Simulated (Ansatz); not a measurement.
# Zr3C2: the cost of one run

Method: DFT PBE, scalar-relativistic, plane waves, PAW, in Ansatz 0.2.0.

## (1) The system as given

Symmetry: Cmmm, No. 65, orthorhombic system. Conventional cell: a = 4.548 Å, b = 5.745 Å, c = 4.909 Å, α = 90.00°, β = 90.00°, γ = 90.00°. Around Zr (site symmetry 2mm) lie 2 C at 1.44 Å. Zr (site symmetry mmm) is surrounded by 4 Zr at 2.70 Å and 8 C at 3.06 Å. Around C (site symmetry 2/m) lie 2 Zr at 1.44 Å.

Coordinates:

```xyz
5
Lattice="2.2742 -2.8724 0.0000 2.2742 2.8724 0.0000 0.0000 0.0000 4.9093" Properties=species:S:1:pos:R:3 pbc="T T T"
Zr    3.3963    0.0000    2.4547
Zr    1.1521    0.0000    2.4547
Zr    2.2742    0.0000    0.0000
C     1.1371    1.4362    2.4547
C     1.1371   -1.4362    2.4547
```

A structure generator made this guess: random cell by space group and Wyckoff sites (Cmmm, No. 65). The dimensions are guesses.

## (2) Probe: one point on a coarse mesh

File input.yaml:

```yaml
crystal:
  lattice:
    - [2.27419384, -2.87236549, 0.0]
    - [2.27419384, 2.87236549, 0.0]
    - [0.0, 0.0, 4.90932855]
  atoms:
    - { symbol: Zr, position: [0.74670166, 0.74670166, 0.5] }
    - { symbol: Zr, position: [0.25329834, 0.25329834, 0.5] }
    - { symbol: Zr, position: [0.5, 0.5, 0.0] }
    - { symbol: C, position: [0.0, 0.5, 0.5] }
    - { symbol: C, position: [0.5, 0.0, 0.5] }
basis:
  ecutwfc: 420
kpoints:
  mp_grid: { grid: [6, 6, 4] }
hamiltonian:
  xc: pbe
scf:
  occupations: { method: gaussian, width: 0.1 }
  lower_state_search: "off"
output:
  forces: true
  stress: true
  eigenvalues: true
```

The run is started by

```
ansatz run input.yaml --threads 1 --pin off --max-ram 2560MiB --backend cpu --events-out ev --progress --plain --runs-dir out
```

Q: Estimate wall time and peak memory on 1 thread of Arm Neoverse V2, shared host.

About 3.4 s, with a peak of 0.34 GiB.
